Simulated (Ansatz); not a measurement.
# YO radical: one species, many methods

The task here is to estimate one member of a computed series from the others.

Computed with Ansatz 0.2.0, Gaussian basis. Level: functionals in def2-TZVPP, the program's frozen cores in correlated methods.

Levels to be run: LDA (SPW92), PBE-D4, revPBE-D4, BLYP-D4, r2SCAN-D4, B97M-V, PBE0-D4, B3LYP-D4, r2SCANh-D4, r2SCAN0-D4, HSE06-D4, BHLYP-D4, CAM-B3LYP-D4, LC-ωPBE, ωB97X-V, ωB97M-V, B2PLYP, PBE-QIDH; CCSD(T)/def2-SVP; CCSD(T)/def2-TZVPP; CCSD(T)/def2-QZVPP; extrapolation to the limit; RPA on PBE.

## The geometry

The geometry comes from an earlier relaxation with PBE0-D4 in a triple-zeta def2 set; it is a stationary point. Y takes the def2 core potential; no spin-orbit term is included.

SMILES `[O]=[Y]`, 2 atoms, charge 0, spin multiplicity 2.

Atoms are counted from 1 here; the program's logs count them from 0.

Bond lengths: O1–Y2 1.786 Å.

Geometry (Å):

```xyz
2
OY
O     0.76178   -0.25367    0.39058
Y    -0.76178    0.25367   -0.39058
```

Set-up of the first run:

Input file in.yaml:

```yaml
crystal:
  periodic: [false, false, false]
  atoms:
    - {symbol: O, position_ang: [0.761779, -0.253668, 0.390581]}
    - {symbol: Y, position_ang: [-0.761779, 0.253668, -0.390581]}
basis:
  gaussian: {orbitals: def2-TZVPP}
magnetization: {spin_polarized: true, initial_magnetization: 1}
hamiltonian: {xc: lda}
output: {orbitals: {seedname: orbitals}}
```

Started as:

```
> ansatz run in.yaml --threads 2 --pin off --events-out ev --progress --plain --max-ram 32768MiB --backend cpu
```

Steps of the session up to this table: LDA; PBE-D4 (GGA); revPBE-D4 (GGA); BLYP-D4 (GGA); r2SCAN-D4 (meta-GGA); B97M-V (meta-GGA); B3LYP-D4 (hybrid); r2SCANh-D4 (hybrid); r2SCAN0-D4 (hybrid); HSE06-D4 (hybrid); BHLYP-D4 (hybrid); CAM-B3LYP-D4 (range-separated); LC-ωPBE (range-separated); ωB97X-V (range-separated); ωB97M-V (range-separated); B2PLYP (double hybrid); PBE-QIDH (double hybrid).

One table of the session follows, with a row left open; its other results are not shown here.

It belongs to the step «Orbital energies across the functionals». 

| functional | HOMO (eV) | LUMO (eV) | gap (eV) |
| --- | --- | --- | --- |
| LDA (SPW92) | -4.06 | -3.30 | 0.76 |
| PBE-D4 | -3.92 | -3.01 | 0.92 |
| revPBE-D4 | -3.88 | -3.01 | 0.87 |
| BLYP-D4 | -3.80 | -3.11 | 0.70 |
| r2SCAN-D4 | -4.08 | -2.59 | 1.49 |
| B97M-V | -3.69 | -2.25 | 1.45 |
| PBE0-D4 | -4.57 | -2.34 | 2.23 |
| B3LYP-D4 | -4.46 | -2.79 | 1.68 |
| r2SCANh-D4 | -4.33 | -2.47 | 1.86 |
| r2SCAN0-D4 | -4.69 | -2.30 | 2.39 |
| HSE06-D4 | -4.20 | -2.68 | 1.52 |
| BHLYP-D4 | -5.10 | -2.07 | 3.03 |
| CAM-B3LYP-D4 | ? | ? | ? |
| LC-ωPBE | -6.39 | -0.72 | 5.68 |
| ωB97X-V | -6.11 | -0.36 | 5.75 |
| ωB97M-V | -6.12 | -0.60 | 5.52 |

Estimate the missing values for CAM-B3LYP-D4.

The run gave: HOMO (eV): -5.51; LUMO (eV): -1.93; gap (eV): 3.58. In the column «HOMO (eV)» it lies between ωB97X-V (-6.11) and BHLYP-D4 (-5.10).
